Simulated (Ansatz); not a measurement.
# YbMn2Sb2: the cost of one run

Program: Ansatz 0.2.0. Level of theory: DFT PBEsol, scalar-relativistic, plane waves, PAW. These are calculated values, not measurements.

4 further runs of the same task are left out: 4 set aside as unsound or not needed. Runs told in other sessions of the task aren't counted.

**1. The structure to begin with**

The cell holds 21 atoms (FMn8Sb8Yb4): a = 7.293 Å, b = 8.337 Å, c = 8.337 Å, α = 120.00°, β = 90.00°, γ = 90.00°.

The coordinates of this cell stand in the input of its own run.

The host was relaxed before at PBEsol: a = 4.168 Å, b = 4.168 Å, c = 7.293 Å, α = 90.00°, β = 90.00°, γ = 120.00° (conventional cell), 21.946 Å³/atom.

Places, in fractions of the supercell: F as an interstitial at (0.656, 0.000, 0.000). Its neighbours start displaced at random, with a spread of 0.05 Å in each coordinate.

**2. The perfect crystal in the supercell of 20 atoms**

input.yaml reads:

```yaml
crystal:
  lattice:
    - [0.0, 0.0, -7.2927128567]
    - [-4.16827003, 7.2196554716, 0.0]
    - [8.33654006, 0.0, 0.0]
  atoms:
    - { symbol: Yb, position: [0.0, 0.0, 0.0] }
    - { symbol: Yb, position: [0.0, 0.5, 0.0] }
    - { symbol: Yb, position: [0.0, 0.0, 0.5] }
    - { symbol: Yb, position: [0.0, 0.5, 0.5] }
    - { symbol: Mn, position: [0.3902414117, 0.3333333333, 0.1666666667], spin: 3.07 }
    - { symbol: Mn, position: [0.3902414117, 0.8333333333, 0.1666666667], spin: 3.07 }
    - { symbol: Mn, position: [0.3902414117, 0.3333333333, 0.6666666667], spin: 3.07 }
    - { symbol: Mn, position: [0.3902414117, 0.8333333333, 0.6666666667], spin: 3.07 }
    - { symbol: Mn, position: [0.6097585883, 0.1666666667, 0.3333333333], spin: 3.07 }
    - { symbol: Mn, position: [0.6097585883, 0.6666666667, 0.3333333333], spin: 3.07 }
    - { symbol: Mn, position: [0.6097585883, 0.1666666667, 0.8333333333], spin: 3.07 }
    - { symbol: Mn, position: [0.6097585883, 0.6666666667, 0.8333333333], spin: 3.07 }
    - { symbol: Sb, position: [0.7432222772, 0.3333333333, 0.1666666667] }
    - { symbol: Sb, position: [0.7432222772, 0.8333333333, 0.1666666667] }
    - { symbol: Sb, position: [0.7432222772, 0.3333333333, 0.6666666667] }
    - { symbol: Sb, position: [0.7432222772, 0.8333333333, 0.6666666667] }
    - { symbol: Sb, position: [0.2567777228, 0.1666666667, 0.3333333333] }
    - { symbol: Sb, position: [0.2567777228, 0.6666666667, 0.3333333333] }
    - { symbol: Sb, position: [0.2567777228, 0.1666666667, 0.8333333333] }
    - { symbol: Sb, position: [0.2567777228, 0.6666666667, 0.8333333333] }
basis:
  ecutwfc: 420
  xc_grid: 2
kpoints:
  mp_grid: { grid: [3, 3, 3], shift: [0.0, 0.0, 0.0] }
hamiltonian:
  xc: pbesol
scf:
  occupations: { method: gaussian, width: 0.05 }
  lower_state_search: "off"
output:
  forces: true
  stress: true
  eigenvalues: true
  populations: true
  hubbard: { sites: [{ species: Yb, l: f }] }
magnetization:
  spin_polarized: true
```

Launch:

```sh
$ ansatz run input.yaml --threads 8 --pin off --max-ram 14336MiB --backend cpu --events-out ev --progress --plain --runs-dir out
```

What time and memory should one allow on 8 threads of Arm Neoverse V1, shared host?

About 86 s, with a peak of 3.6 GiB.
